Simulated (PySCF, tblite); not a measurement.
# C4H16Si4: geometry, infrared bands and NMR shifts

What infrared bands and NMR shifts should C4H16Si4 (`[SiH3][SiH2][Si@H]([SiH3])C1CCC1`) show?

Computed with tblite 0.8.0 and PySCF 2.14.0, with density-fitted response routines of our own, on a single molecule in the gas phase. Atoms count from 0, in the outputs and in this text.

### 1 The molecule as given

24 atoms, charge 0, multiplicity 1; geometry from: force field or distance geometry start.

Bonds of the start (Å): Si0–Si1 2.26, Si1–Si2 2.21, Si2–Si3 2.24, Si2–C4 1.86, C4–C5 1.51, C5–C6 1.52, C6–C7 1.50, C7–C4 1.50, Si0–H8 1.47, Si0–H9 1.47, Si0–H10 1.48, Si1–H11 1.47, Si1–H12 1.45, Si2–H13 1.47, Si3–H14 1.48, Si3–H15 1.48, Si3–H16 1.46, C4–H17 1.10, C5–H18 1.12, C5–H19 1.13, C6–H20 1.11, C6–H21 1.11, C7–H22 1.09, C7–H23 1.13.

### 2 Geometry optimisation with GFN2-xTB

What the job is given:

```
{"job": {"kind": "relax", "xc": "GFN2-xTB", "basis": "xTB"}, "charge": 0, "multiplicity": 1}
Si     2.937800     1.709100     0.454000
Si     1.328600     0.953600    -0.939000
Si     0.497200    -0.886200    -0.028700
Si     0.752200    -2.612500    -1.436000
C     -1.244900    -0.718000     0.596500
C     -1.419600     0.449800     1.534800
C     -2.291600     1.107000     0.479100
C     -2.256900    -0.143600    -0.343200
H      3.156800     3.134600     0.183700
H      4.166900     0.924100     0.312100
H      2.476700     1.557500     1.848900
H      2.030500     0.558500    -2.167500
H      0.352300     1.985600    -1.238100
H      1.319000    -1.218100     1.149600
H      2.207100    -2.865600    -1.470400
H      0.090100    -3.762200    -0.773300
H      0.220700    -2.332800    -2.764000
H     -1.565400    -1.649300     1.091100
H     -1.974300     0.168300     2.460400
H     -0.471500     1.021000     1.751000
H     -1.839900     2.006300    -0.000900
H     -3.273000     1.376900     0.925300
H     -1.978400    -0.035200    -1.390700
H     -3.232300    -0.709000    -0.227200
```

Started as:

```
> OMP_NUM_THREADS=1 python probes_run.py task.json out
```

One launch serves the whole session: the jobs run in the order shown.

**Question.** This job is followed by: GFN2-xTB harmonic vibrations, gas phase; GIAO PBE0/pcSseg-1 NMR shielding, non-relativistic, gas phase. What will the session give for the following? strongest single infrared mode (GFN2-xTB); zero-point energy (GFN2-xTB); 13C shifts against TMS (PBE0/pcSseg-1); 1H shifts against TMS (PBE0/pcSseg-1, means over atoms taken as alike); 29Si shifts against TMS (PBE0/pcSseg-1).

**Answer**, as computed:

```
                                                              quantity                                                                       value
                             strongest single infrared mode (GFN2-xTB)                                                       779 cm⁻¹, 1047 km/mol
                                          zero-point energy (GFN2-xTB)                                                              108.2 kcal/mol
                                13C shifts against TMS (PBE0/pcSseg-1)                                                  27.5, 23.6, 19.6, 16.7 ppm
1H shifts against TMS (PBE0/pcSseg-1, means over atoms taken as alike)  4.04, 3.66, 3.48, 3.43, 3.35, 2.67, 2.47, 2.10, 2.06, 2.03, 1.69, 1.54 ppm
                               29Si shifts against TMS (PBE0/pcSseg-1)                                           -67.6, -110.7, -116.5, -136.6 ppm
```

**Reading.** Relaxing lowered the energy by 0.732 eV in 293 steps; the close pair that moved most is Si1–Si2, from 2.215 to 2.334 Å. All 66 modes are real, so the xTB geometry is a minimum. The strongest single mode, at 779 cm⁻¹, has its largest shares on H16, H14 and H15 (the list is cut at 3 atoms). Unscaled tight-binding wavenumbers are off by several per cent, some by more. Its intensities can rank the bands wrongly. At PBE0/pcSseg-1: Shielding is most anisotropic at Si2 (span 87 ppm, paramagnetic term -465 ppm).
